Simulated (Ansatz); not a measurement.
# CH₂Ge+ (quartet): from Hartree-Fock to the top rungs, cc-pVTZ

The task here is to estimate one member of a computed series from the others.

Computed with Ansatz 0.2.0, Gaussian basis. Level: cc-pVTZ, core rule «outside noble gas», up to 15 orbitals frozen.

To be run: UHF; CCSD(T) on ROHF; CCSD(T) on UHF; BCCD(T) on ROHF; CCSDT(Q) on ROHF; CCSDT(Q) on UHF; CASSCF and MRCISD+Q, 9 electrons in 10 orbitals; CASSCF and NEVPT2, 9 electrons in 10 orbitals.

6 further runs of the same task are left out: 6 set aside as unsound or not needed.

## What is computed

The geometry is a PBE0/def2-TZVP stationary point (not a proven minimum) of the parent state, kept for this charge and spin. No spin-orbit coupling is included. The filled d shell of Ge may be among the frozen orbitals whatever the setting's name suggests; the logs give the count.

4 atoms, charge 1, spin multiplicity 4.

Atoms are counted from 1 here; the program's logs count them from 0.

Bond lengths: Ge1–C2 1.905 Å, Ge1–H3 1.592 Å, C2–H4 1.091 Å. Angles: C2–Ge1–H3 95.9°, Ge1–C2–H4 136.5°.

The first run:

File in.yaml:

```yaml
crystal:
  periodic: [false, false, false]
  atoms:
    - {symbol: Ge, position_ang: [0.000000, -0.044572, 0.290198]}
    - {symbol: C, position_ang: [0.000000, 0.182313, -1.601029]}
    - {symbol: H, position_ang: [0.000000, 1.508639, 0.640309]}
    - {symbol: H, position_ang: [0.000000, -0.468907, -2.476239]}
basis:
  gaussian: {orbitals: cc-pVTZ}
total_charge: 1
magnetization: {spin_polarized: true, initial_magnetization: 3}
hamiltonian: {xc: hf}
output: {orbitals: {seedname: orbitals}}
```

Launch:

```console
$ ansatz run in.yaml --threads 1 --pin off --events-out ev --progress --plain --max-ram 4096MiB --backend cpu
```

Steps of the session up to this table: UHF; CCSD(T) on ROHF; CCSD(T) on UHF; BCCD(T) on ROHF; CCSDT(Q) on ROHF; CCSDT(Q) on UHF; CASSCF and MRCISD+Q, 9 electrons in 10 orbitals; CASSCF and NEVPT2, 9 electrons in 10 orbitals.

One of the session's tables, all rows but one given; the rest of the session is left out.

| method | from UCCSDT(Q) (meV) |
| --- | --- |
| ROHF | +5890.4 |
| UHF | +5694.4 |
| RMP2 | +1072.0 |
| UMP2 | +1076.4 |
| RCCSD | +256.2 |
| UCCSD | +241.5 |
| RCCSD(T) | +53.5 |
| UCCSD(T) | +44.1 |
| BCCD(T) | +52.6 |
| RCCSDT | +19.5 |
| UCCSDT | ? |
| RCCSDT(Q) | +10.6 |
| UCCSDT(Q) | 0 |
| CASSCF valence | +3782.4 |
| NEVPT2 valence | +871.7 |
| MRCISD valence | +252.4 |
| MRCISD+Q valence | +54.5 |

**Question.** Estimate the row for UCCSDT.

The run gave: from UCCSDT(Q) (meV): +9.3. In the column «from UCCSDT(Q) (meV)» it lies between UCCSDT(Q) (0) and RCCSDT(Q) (+10.6).

Among the levels timed on like hardware and quicker than the yardstick, those that no quicker one beats, quickest first: RCCSD(T) (6.5 s, +53.5 meV); UCCSD(T) (8.5 s, +44.1 meV); RCCSDT(Q) (16 s, +10.6 meV).

Limits of these values: Of the multireference levels listed MRCISD+Q valence comes nearest in total energy (+54.5 meV), which doesn't show that its space is the better one. Restricted and unrestricted rows rest on different reference determinants; where their highest levels disagree by more than a few hundredths of an eV, they describe different states and don't form one ladder.
